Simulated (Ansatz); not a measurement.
# CrSi+ (quartet): the correlation ladder, def2-TZVPP

An exercise on one series of results from a longer session: the logs are not shown, and one member is left open.

Program: Ansatz 0.2.0, Gaussian basis. Level of theory: def2-TZVPP, core rule «outside noble gas», up to 14 orbitals frozen. These are calculated values, not measurements.

The runs, in order: UHF; ROHF; CCSD(T) on UHF.

2 further runs of the same task are left out: 2 set aside as unsound or not needed.

**The system**

The geometry is a PBE0/def2-TZVP stationary point (not a proven minimum) of the parent state, kept for this charge and spin.

2 atoms, charge 1, spin multiplicity 4.

Atoms are counted from 1 here; the program's logs count them from 0.

Bond lengths: Cr1–Si2 2.318 Å.

Set-up of the first run:

The input, in.yaml:

```yaml
crystal:
  periodic: [false, false, false]
  atoms:
    - {symbol: Cr, position_ang: [0.000000, 0.000000, 0.000000]}
    - {symbol: Si, position_ang: [0.000000, 0.000000, 2.318000]}
basis:
  gaussian: {orbitals: def2-TZVPP}
total_charge: 1
magnetization: {spin_polarized: true, initial_magnetization: 3}
hamiltonian: {xc: hf}
output: {orbitals: {seedname: orbitals}}
```

Command:

```
$ ansatz run in.yaml --threads 1 --pin off --events-out ev --progress --plain --max-ram 4096MiB --backend cpu
```

Among the steps run: UHF; ROHF; CCSD(T) on UHF.

One table of the session follows, with a row left open; its other results are not shown here.

It belongs to the step «Misses and costs». 

| method | from UCCSD(T) (kJ/mol) |
| --- | --- |
| ROHF | +847.9 |
| UHF | +505.2 |
| UMP2 | +101.3 |
| UCCSD | ? |
| UCCSD(T) | 0 |

Estimate the missing values for UCCSD.

**Answer.** from UCCSD(T) (kJ/mol): +25.1. In the column «from UCCSD(T) (kJ/mol)» it lies between UCCSD(T) (0) and UMP2 (+101.3).

To keep in mind: The determinant is far from a pure spin state, so its energy mixes those of several spin states (harmless only where they are near-degenerate, as at dissociation).
